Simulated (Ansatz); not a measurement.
Run this with the Ansatz DFT code, driven from Python and show what comes out.

Script `lattice_ti.py`:
```python
"""Relaxed cell of Ti under several functionals."""

import ansatz as az
import numpy as np

def edges_and_angles(cell):
    cell = np.asarray(cell)
    a, b, c = np.linalg.norm(cell, axis=1)
    cosines = cell[1] @ cell[2] / (b * c), cell[0] @ cell[2] / (a * c), cell[0] @ cell[1] / (a * b)
    return (a, b, c, *np.degrees(np.arccos(cosines)))

crystal = (
    az.Lattice.bcc(3.282)
    .space_group(229)
    .atom("Ti", [0.0, 0.0, 0.0])
    .primitive()
)

setup = (
    crystal.calculation()
    .kpoints(length=29)  # sampling of the Brillouin zone
    .occupations("Fermi-Dirac", width=0.15)  # smearing steadies the SCF of a metal
    .relax(cell=True, force_tolerance=0.01)  # relax until the tolerances are met
)

levels = [("pbesol", "none"), ("blyp", "d3bj"), ("lda", "none")]
print("level            a       b       c    alpha   beta  gamma  V/atom  steps")
for name, dispersion in levels:
    seen = []
    run = setup.functional(name, dispersion=dispersion).session().plan()
    res = run.execute(on_event=lambda e: seen.append(e) if e["event"] == "relax_step" else None)
    cell = res.lattice.cell_ang
    label = name if dispersion == "none" else f"{name}+{dispersion}"
    print("{:13s} {:7.4f} {:7.4f} {:7.4f} {:6.2f} {:6.2f} {:6.2f}".format(label, *edges_and_angles(cell)), f"{abs(np.linalg.det(cell)) / len(res.lattice.sites):7.3f} {len(seen):5d}")
```

Output of `python lattice_ti.py`:
```text
level            a       b       c    alpha   beta  gamma  V/atom  steps
DeckWarning: basis.ecutwfc = 420 eV, auto-derived from the records' recommended cutoffs: set by Ti (normal level)
pbesol         2.7876  2.7876  2.7876 109.47 109.47 109.47  16.675     5
blyp+d3bj      2.7174  2.7174  2.7174 109.47 109.47 109.47  15.447     5
lda            2.7485  2.7485  2.7485 109.47 109.47 109.47  15.983     7
```
(Warnings from the package without file and line.)

From smallest to largest: BLYP+D3BJ (15.45 Å³ an atom, -12.6 % against the start), LDA (15.98 Å³ an atom, -9.6 % against the start) and PBEsol (16.67 Å³ an atom, -5.7 % against the start). The spread is 8.0 % in volume.

What to keep in mind:
- Spin is left out of this run.
- BLYP and dispersion corrections can be off by several per cent in the lattices of metals, and by several GPa in the pressure at a fixed cell.
- For a metal this k-point mesh is coarse: on a finer one energies can move by several to tens of meV an atom and pressures by half a GPa or more, differences at one mesh by less.
- Edges and angles are those of the cell as typed, here a primitive one, not of the conventional cell.
- This isn't the structure that Ti takes at ambient conditions.
- Run time: 13 s on 1 thread of Arm Neoverse V1 (shared host), peak memory 0.37 GiB.

(A comment or docstring line of the script was reworded after the run, the code is as it ran.)
